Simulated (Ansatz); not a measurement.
# Cl2CoH4O2 (CoCl2(H2O)2): the cost of one run

Computed with Ansatz 0.2.0, Gaussian basis. Level: the settings change from run to run.

1 further run of the same task is left out (for a known fault of the program).

### 1 The relaxed structure

An earlier B3LYP-D4/def2-SVP relaxation fixed the geometry.

9 atoms, charge 0, spin multiplicity 2.

Atoms are counted from 1 here; the program's logs count them from 0.

Bond lengths: Co1–Cl2 2.214 Å, Co1–Cl3 2.214 Å, Co1–O4 2.038 Å, Co1–O7 2.038 Å, O4–H5 0.988 Å, O4–H6 0.970 Å, O7–H8 0.988 Å, O7–H9 0.970 Å. Angles: Cl2–Co1–Cl3 106.4°, Cl2–Co1–O4 162.0°, Cl2–Co1–O7 83.7°, Cl3–Co1–O4 83.7°, Cl3–Co1–O7 162.3°, O4–Co1–O7 90.7°, Co1–O4–H5 92.8°, Co1–O4–H6 114.1°, H5–O4–H6 105.6°, Co1–O7–H8 92.8°, Co1–O7–H9 114.0°, H8–O7–H9 105.6°.

### 2 B97/6-31G*

Options: multiplicity 4, atoms shaken by 0.08 Å, finite nuclei, a point charge of 0.50 e beside it, relativity set to none, high accuracy.

Contents of in.yaml:

```yaml
crystal:
  periodic: [false, false, false]
  atoms:
    - {symbol: Co, position_ang: [0.525748, 0.022476, 0.428568]}
    - {symbol: Cl, position_ang: [1.390896, -1.711718, 1.370446]}
    - {symbol: Cl, position_ang: [2.064650, 1.539365, 0.582224]}
    - {symbol: O, position_ang: [-0.108282, 1.167320, -1.254333]}
    - {symbol: H, position_ang: [0.659262, 1.848625, -0.995411]}
    - {symbol: H, position_ang: [-1.069425, 1.626440, -1.006305]}
    - {symbol: O, position_ang: [-1.187813, -1.139172, 0.444848]}
    - {symbol: H, position_ang: [-0.732360, -1.787426, 0.889503]}
    - {symbol: H, position_ang: [-1.387379, -1.519272, -0.521716]}
basis:
  gaussian: {orbitals: "6-31G*", nuclear_model: gaussian, point_charges: [{charge: 0.50, position_ang: [6.122, 0.877, 0.228]}]}
magnetization: {spin_polarized: true, initial_magnetization: 3}
hamiltonian: {xc: {name: B97}, pseudopotentials: {relativity: none}}
accuracy: high
scf: {omitted_lower_state_checks: [starts]}
```

Command:

```sh
ansatz run in.yaml --threads 4 --pin off --events-out ev --progress --plain --max-ram 8704MiB
```

**Question.** How long does this run take on 4 threads of AMD EPYC 9R45, shared host, and how much memory does it need?

About 32 s, with a peak of 1.5 GiB.
